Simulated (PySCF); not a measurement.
# A gas-phase reaction: ClGaH2O2 + H2S → GaH3O2S + ClH

Aim: the reaction energy of `[OH][Ga]([OH])[Cl]` + `S` → `[OH][Ga]([OH])[SH]` + `Cl`.

Programs: PySCF 2.14.0. All values are calculated, for the isolated system unless a continuum is named. Atoms count from 0, parts from 1.

## Step 1: The system as given

Each species was relaxed by itself at PBE0-D3(BJ)/def2-SVPD.

## Step 2: Energies of the species: wB97M-D3(BJ)/def2-TZVPD

What the job is given:

```
{"job": {"kind": "react", "xc": "wB97M-D3(BJ)", "basis": "def2-TZVPD"}, "charge": 0, "multiplicity": 1}
-1 ClGaH2O2 charge 0 multiplicity 1
O      1.300040     0.811050    -0.064080
Ga     0.048150    -0.283000     0.569330
O     -1.442310    -0.736470    -0.289830
Cl     0.353970    -1.113720     2.501370
H      1.146030     1.169600    -0.942480
H     -1.566150    -0.347770    -1.160080

-1 H2S charge 0 multiplicity 1
S     -0.010700     0.615470     0.001150
H     -0.979540    -0.324630     0.004360
H      0.970160    -0.312040    -0.007820

+1 GaH3O2S charge 0 multiplicity 1
O      1.233770     1.415170    -0.339290
Ga     0.214130     0.019200     0.104330
O     -1.408850    -0.262680    -0.593250
S      0.970780    -1.416930     1.564390
H      0.876680     2.021180    -0.993330
H     -1.726780     0.381260    -1.231180
H     -0.159580    -2.157160     1.488370

+1 ClH charge 0 multiplicity 1
Cl     0.644700     0.005220    -0.001840
H     -0.643480    -0.003680     0.002580
```

Method: wB97M-D3(BJ)/def2-TZVPD reaction energy of separated species, gas phase.

On the command line:

```console
$ OMP_NUM_THREADS=1 python cluster_run.py task.json out
```

This one command runs all jobs of the session in turn.

What it wrote:

```text
species 1 (ClGaH2O2)
coarse grid: 29040 points
cycle   1  E = -2536.7976093065  dE = -2.052e-01  |g| = 1.168e+00  |ddm| = 2.046e+00
cycle   2  E = -2536.7127932333  dE =  8.482e-02  |g| = 1.480e+00  |ddm| = 1.704e+00
cycle   3  E = -2537.0139209929  dE = -3.011e-01  |g| = 5.576e-02  |ddm| = 8.986e-01
cycle   4  E = -2537.0146683842  dE = -7.474e-04  |g| = 2.672e-02  |ddm| = 7.188e-02
cycle   5  E = -2537.0148147312  dE = -1.463e-04  |g| = 9.328e-03  |ddm| = 2.375e-02
cycle   6  E = -2537.0148313024  dE = -1.657e-05  |g| = 3.563e-03  |ddm| = 9.836e-03
cycle   7  E = -2537.0148336889  dE = -2.387e-06  |g| = 7.336e-04  |ddm| = 3.196e-03
final grid: 58200 points
cycle   8  E = -2537.0148287319  dE = -2.565e-07  |g| = 4.824e-04  |ddm| = 2.864e-03
cycle   9  E = -2537.0148287590  dE = -2.707e-08  |g| = 4.360e-04  |ddm| = 6.951e-04
cycle  10  E = -2537.0148287834  dE = -2.439e-08  |g| = 6.655e-05  |ddm| = 2.377e-04
cycle  11  E = -2537.0148287854  dE = -2.050e-09  |g| = 3.614e-05  |ddm| = 1.081e-04
cycle  12  E = -2537.0148287859  dE = -5.330e-10  |g| = 1.000e-05  |ddm| = 5.549e-05
converged SCF energy = -2537.0148287859

species 2 (H2S)
coarse grid: 11264 points
cycle   1  E = -399.4336010966  dE = -1.424e-01  |g| = 1.945e-01  |ddm| = 1.016e+00
cycle   2  E = -399.4459451824  dE = -1.234e-02  |g| = 1.106e-01  |ddm| = 2.399e-01
cycle   3  E = -399.4491446000  dE = -3.199e-03  |g| = 1.578e-02  |ddm| = 9.278e-02
cycle   4  E = -399.4492189422  dE = -7.434e-05  |g| = 4.851e-03  |ddm| = 1.790e-02
cycle   5  E = -399.4492311796  dE = -1.224e-05  |g| = 9.336e-04  |ddm| = 7.536e-03
cycle   6  E = -399.4492319108  dE = -7.312e-07  |g| = 1.776e-04  |ddm| = 2.124e-03
final grid: 22496 points
cycle   7  E = -399.4492195469  dE = -2.324e-08  |g| = 1.134e-04  |ddm| = 6.086e-04
cycle   8  E = -399.4492195499  dE = -2.975e-09  |g| = 6.804e-05  |ddm| = 1.501e-04
cycle   9  E = -399.4492195506  dE = -7.694e-10  |g| = 8.735e-06  |ddm| = 5.991e-05
converged SCF energy = -399.4492195506

species 3 (GaH3O2S)
coarse grid: 31512 points
cycle   1  E = -2475.3634283679  dE = -2.258e-01  |g| = 1.177e+00  |ddm| = 2.157e+00
cycle   2  E = -2475.2713522864  dE =  9.208e-02  |g| = 1.497e+00  |ddm| = 1.707e+00
cycle   3  E = -2475.5867721133  dE = -3.154e-01  |g| = 5.551e-02  |ddm| = 9.132e-01
cycle   4  E = -2475.5876502410  dE = -8.781e-04  |g| = 2.612e-02  |ddm| = 7.874e-02
cycle   5  E = -2475.5878191167  dE = -1.689e-04  |g| = 1.076e-02  |ddm| = 2.691e-02
cycle   6  E = -2475.5878421000  dE = -2.298e-05  |g| = 3.498e-03  |ddm| = 1.191e-02
cycle   7  E = -2475.5878453504  dE = -3.250e-06  |g| = 9.659e-04  |ddm| = 4.510e-03
final grid: 63568 points
cycle   8  E = -2475.5878151455  dE = -3.771e-07  |g| = 7.643e-04  |ddm| = 2.936e-03
cycle   9  E = -2475.5878151739  dE = -2.843e-08  |g| = 8.151e-04  |ddm| = 1.175e-03
cycle  10  E = -2475.5878152758  dE = -1.019e-07  |g| = 1.114e-04  |ddm| = 4.764e-04
cycle  11  E = -2475.5878152812  dE = -5.362e-09  |g| = 5.263e-05  |ddm| = 1.384e-04
cycle  12  E = -2475.5878152832  dE = -1.992e-09  |g| = 1.935e-05  |ddm| = 1.320e-04
cycle  13  E = -2475.5878152833  dE = -8.095e-11  |g| = 3.777e-06  |ddm| = 2.375e-05
converged SCF energy = -2475.5878152833

species 4 (ClH)
coarse grid: 8792 points
cycle   1  E = -460.8503331855  dE = -8.165e-02  |g| = 2.169e-01  |ddm| = 7.239e-01
cycle   2  E = -460.8625127234  dE = -1.218e-02  |g| = 1.397e-01  |ddm| = 2.651e-01
cycle   3  E = -460.8670521321  dE = -4.539e-03  |g| = 1.358e-02  |ddm| = 9.818e-02
cycle   4  E = -460.8670932150  dE = -4.108e-05  |g| = 3.364e-03  |ddm| = 9.545e-03
cycle   5  E = -460.8670994635  dE = -6.248e-06  |g| = 8.516e-04  |ddm| = 3.915e-03
final grid: 17120 points
cycle   6  E = -460.8670682156  dE = -3.716e-07  |g| = 3.676e-04  |ddm| = 8.893e-04
cycle   7  E = -460.8670682619  dE = -4.627e-08  |g| = 1.618e-04  |ddm| = 3.981e-04
cycle   8  E = -460.8670682685  dE = -6.576e-09  |g| = 4.221e-05  |ddm| = 1.295e-04
cycle   9  E = -460.8670682698  dE = -1.312e-09  |g| = 3.976e-06  |ddm| = 6.531e-05
cycle  10  E = -460.8670682698  dE = -3.013e-12  |g| = 8.167e-07  |ddm| = 3.314e-06
converged SCF energy = -460.8670682698

Reaction energy = 5.552 kcal/mol
```

Wall time 30 s (1 thread of Arm Neoverse V2, shared host); peak memory 0.77 GiB.

Species by species (with the dispersion term, which the log's SCF energies lack):

| ν | species | energy (Eh) | HOMO (eV) |
| --- | --- | --- | --- |
| -1 | [OH][Ga]([OH])[Cl] | -2537.01887 | -11.66 |
| -1 | S | -399.45056 | -9.89 |
| +1 | [OH][Ga]([OH])[SH] | -2475.59297 | -10.12 |
| +1 | Cl | -460.86761 | -11.93 |

## Step 3: Reaction energy: PBE0-D3(BJ)/def2-TZVPD

The job, as its differences from that of step 2:

```diff
@@ -1,2 +1,2 @@
-{"job": {"kind": "react", "xc": "wB97M-D3(BJ)", "basis": "def2-TZVPD"}, "charge": 0, "multiplicity": 1}
+{"job": {"kind": "react", "xc": "PBE0", "basis": "def2-TZVPD", "disp": "d3bj"}, "charge": 0, "multiplicity": 1}
 -1 ClGaH2O2 charge 0 multiplicity 1
```

Level: PBE0-D3(BJ)/def2-TZVPD reaction energy of separated species, gas phase.

What it wrote:

```text
species 1 (ClGaH2O2)
coarse grid: 29040 points
cycle   1  E = -2536.0815612275  dE = -7.397e-02  |g| = 1.312e+00  |ddm| = 2.119e+00
cycle   2  E = -2535.4711794892  dE =  6.104e-01  |g| = 2.294e+00  |ddm| = 2.475e+00
cycle   3  E = -2536.3385694900  dE = -8.674e-01  |g| = 1.695e-01  |ddm| = 1.736e+00
cycle   4  E = -2536.3431686202  dE = -4.599e-03  |g| = 9.261e-02  |ddm| = 1.744e-01
cycle   5  E = -2536.3442512525  dE = -1.083e-03  |g| = 1.219e-02  |ddm| = 5.414e-02
cycle   6  E = -2536.3442800492  dE = -2.880e-05  |g| = 3.846e-03  |ddm| = 1.224e-02
cycle   7  E = -2536.3442822154  dE = -2.166e-06  |g| = 6.955e-04  |ddm| = 2.544e-03
final grid: 58200 points
cycle   8  E = -2536.3442927903  dE = -1.897e-09  |g| = 9.019e-04  |ddm| = 2.445e-03
cycle   9  E = -2536.3442925751  dE =  2.152e-07  |g| = 1.411e-03  |ddm| = 1.618e-03
cycle  10  E = -2536.3442929484  dE = -3.733e-07  |g| = 1.396e-04  |ddm| = 9.592e-04
cycle  11  E = -2536.3442929519  dE = -3.529e-09  |g| = 2.766e-05  |ddm| = 1.182e-04
cycle  12  E = -2536.3442929520  dE = -1.050e-10  |g| = 6.300e-06  |ddm| = 1.762e-05
converged SCF energy = -2536.3442929520

species 2 (H2S)
coarse grid: 2864 points
cycle   1  E = -399.2518632299  dE = -9.251e-02  |g| = 1.630e-01  |ddm| = 1.023e+00
cycle   2  E = -399.2538573630  dE = -1.994e-03  |g| = 1.600e-01  |ddm| = 2.978e-01
cycle   3  E = -399.2614717664  dE = -7.614e-03  |g| = 1.497e-02  |ddm| = 1.477e-01
cycle   4  E = -399.2614863786  dE = -1.461e-05  |g| = 1.103e-03  |ddm| = 5.881e-03
cycle   5  E = -399.2614867590  dE = -3.804e-07  |g| = 6.136e-04  |ddm| = 1.717e-03
final grid: 22496 points
cycle   6  E = -399.2625174349  dE = -7.085e-06  |g| = 4.896e-03  |ddm| = 1.692e-02
cycle   7  E = -399.2625180676  dE = -6.327e-07  |g| = 3.960e-03  |ddm| = 6.699e-03
cycle   8  E = -399.2625210002  dE = -2.933e-06  |g| = 2.911e-04  |ddm| = 3.504e-03
cycle   9  E = -399.2625210280  dE = -2.777e-08  |g| = 3.582e-05  |ddm| = 2.357e-04
cycle  10  E = -399.2625210283  dE = -3.622e-10  |g| = 6.383e-06  |ddm| = 2.919e-05
converged SCF energy = -399.2625210283

species 3 (GaH3O2S)
coarse grid: 31512 points
cycle   1  E = -2474.6707735383  dE = -9.452e-02  |g| = 1.309e+00  |ddm| = 2.221e+00
cycle   2  E = -2474.0490053015  dE =  6.218e-01  |g| = 2.293e+00  |ddm| = 2.416e+00
cycle   3  E = -2474.9265437434  dE = -8.775e-01  |g| = 1.756e-01  |ddm| = 1.696e+00
cycle   4  E = -2474.9315931593  dE = -5.049e-03  |g| = 9.368e-02  |ddm| = 1.871e-01
cycle   5  E = -2474.9327338730  dE = -1.141e-03  |g| = 1.246e-02  |ddm| = 5.890e-02
cycle   6  E = -2474.9327643006  dE = -3.043e-05  |g| = 4.398e-03  |ddm| = 1.331e-02
cycle   7  E = -2474.9327675108  dE = -3.210e-06  |g| = 1.494e-03  |ddm| = 3.694e-03
final grid: 63568 points
cycle   8  E = -2474.9327622832  dE =  8.528e-07  |g| = 2.701e-03  |ddm| = 3.409e-03
cycle   9  E = -2474.9327587614  dE =  3.522e-06  |g| = 5.146e-03  |ddm| = 5.031e-03
cycle  10  E = -2474.9327636633  dE = -4.902e-06  |g| = 2.329e-04  |ddm| = 3.252e-03
cycle  11  E = -2474.9327636759  dE = -1.254e-08  |g| = 3.739e-05  |ddm| = 2.034e-04
cycle  12  E = -2474.9327636761  dE = -2.210e-10  |g| = 8.760e-06  |ddm| = 2.699e-05
converged SCF energy = -2474.9327636761

species 4 (ClH)
coarse grid: 2248 points
cycle   1  E = -460.6537840985  dE = -4.644e-02  |g| = 1.882e-01  |ddm| = 7.411e-01
cycle   2  E = -460.6558528519  dE = -2.069e-03  |g| = 1.902e-01  |ddm| = 3.151e-01
cycle   3  E = -460.6653816187  dE = -9.529e-03  |g| = 1.506e-02  |ddm| = 1.513e-01
cycle   4  E = -460.6654036758  dE = -2.206e-05  |g| = 2.693e-03  |ddm| = 7.323e-03
cycle   5  E = -460.6654052236  dE = -1.548e-06  |g| = 1.111e-03  |ddm| = 2.553e-03
final grid: 17120 points
cycle   6  E = -460.6658903275  dE = -4.429e-06  |g| = 2.164e-03  |ddm| = 7.338e-03
cycle   7  E = -460.6658903571  dE = -2.954e-08  |g| = 1.795e-03  |ddm| = 2.512e-03
cycle   8  E = -460.6658909747  dE = -6.176e-07  |g| = 1.533e-04  |ddm| = 1.363e-03
cycle   9  E = -460.6658909816  dE = -6.903e-09  |g| = 2.148e-05  |ddm| = 1.086e-04
cycle  10  E = -460.6658909817  dE = -9.879e-11  |g| = 4.933e-06  |ddm| = 1.682e-05
converged SCF energy = -460.6658909817

Reaction energy = 4.870 kcal/mol
```

Wall time 16 s (1 thread of Arm Neoverse V2, shared host); peak memory 0.69 GiB.

Reaction energy at this level: 4.87 kcal/mol.

## Step 4: Comparing the runs

Energies in kcal/mol, with wall time:

| run | reaction | time |
| --- | --- | --- |
| wB97M-D3(BJ)/def2-TZVPD | 5.55 | 30 s |
| PBE0-D3(BJ)/def2-TZVPD | 4.87 | 16 s |

## Step 5: Outcome

| quantity | value |
| --- | --- |
| reaction energy (wB97M-D3(BJ)/def2-TZVPD) | 5.55 kcal/mol |
| ΔH, ΔG at 298 K (xTB thermal terms) | +5.1, +5.1 kcal/mol |
| range of the reaction energy over the runs of this table | 4.87 to 5.55 kcal/mol |

In words: The reaction is endothermic by 5.1 kcal/mol in the gas phase; dispersion gives -0.20, and xTB itself gave 13.13 for the electronic energy (xTB energies and thermal terms come from the earlier relaxation of each species, not shown). No barrier was sought. The reaction energy runs from 4.87 (PBE0-D3(BJ)/def2-TZVPD) to 5.55 kcal/mol (wB97M-D3(BJ)/def2-TZVPD).
